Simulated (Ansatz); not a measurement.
# C4H3F3: basis-set convergence

The task here is to estimate one member of a computed series from the others.

Computed with Ansatz 0.2.0, Gaussian basis. Level: one geometry, several basis sets.

The runs, in order: PBE0-D4/def2-SVP; ωB97M-V/def2-SVP; PBE0-D4/def2-QZVPP; ωB97M-V/def2-QZVPP; the functionals' def2-TZVPP values are taken from earlier runs.

## The geometry

The geometry comes from an earlier relaxation with PBE0-D4 in a triple-zeta def2 set; it is a stationary point, not always the lowest conformer.

10 atoms, charge 0, spin multiplicity 1.

Atoms are counted from 1 here; the program's logs count them from 0.

Bond lengths: C1–C2 1.323 Å, C1–H8 1.081 Å, C1–H9 1.080 Å, C2–F3 1.341 Å, C2–C4 1.451 Å, C4–F5 1.331 Å, C4–C6 1.330 Å, C6–F7 1.325 Å, C6–H10 1.080 Å. Angles: C2–C1–H8 120.5°, C2–C1–H9 119.7°, H8–C1–H9 119.7°, C1–C2–F3 121.1°, C1–C2–C4 126.3°, F3–C2–C4 112.6°, C2–C4–F5 115.0°, C2–C4–C6 124.3°, F5–C4–C6 120.7°, C4–C6–F7 121.4°, C4–C6–H10 123.2°, F7–C6–H10 115.4°.

Set-up of the first run:

in.yaml

```yaml
crystal:
  periodic: [false, false, false]
  atoms:
    - {symbol: C, position_ang: [0.886357, -0.382499, -1.613640]}
    - {symbol: C, position_ang: [0.028617, -0.439855, -0.607685]}
    - {symbol: F, position_ang: [-0.954525, -1.350960, -0.587038]}
    - {symbol: C, position_ang: [0.016894, 0.420785, 0.559956]}
    - {symbol: F, position_ang: [0.975105, 1.344845, 0.587958]}
    - {symbol: C, position_ang: [-0.865862, 0.328167, 1.550305]}
    - {symbol: F, position_ang: [-0.823694, 1.146057, 2.592428]}
    - {symbol: H, position_ang: [0.809158, -1.073209, -2.441470]}
    - {symbol: H, position_ang: [1.669678, 0.360410, -1.607397]}
    - {symbol: H, position_ang: [-1.658730, -0.404941, 1.569483]}
basis:
  gaussian: {orbitals: def2-SVP}
hamiltonian: {xc: pbe0, dispersion: d4}
output: {orbitals: {seedname: orbitals}}
```

Started as:

```sh
> ansatz run in.yaml --threads 4 --pin off --events-out ev --progress --plain --max-ram 10444MiB
```

Among the steps run: PBE0-D4 in def2-SVP; ωB97M-V in def2-SVP; PBE0-D4 in def2-QZVPP; ωB97M-V in def2-QZVPP.

One of the session's tables, all rows but one given; the rest of the session is left out.

It belongs to the step «Density functionals: the series». 

| functional | basis | HOMO (eV) |
| --- | --- | --- |
| PBE0-D4 | def2-SVP | -7.05 |
| PBE0-D4 | def2-TZVPP | -7.16 |
| PBE0-D4 | def2-QZVPP | ? |
| ωB97M-V | def2-SVP | -9.14 |
| ωB97M-V | def2-TZVPP | -9.27 |
| ωB97M-V | def2-QZVPP | -9.31 |

Q: Estimate the row for PBE0-D4, def2-QZVPP from the others.

**Answer.** HOMO (eV): -7.19. In the column «HOMO (eV)» it lies between ωB97M-V, def2-SVP (-9.14) and PBE0-D4, def2-TZVPP (-7.16).
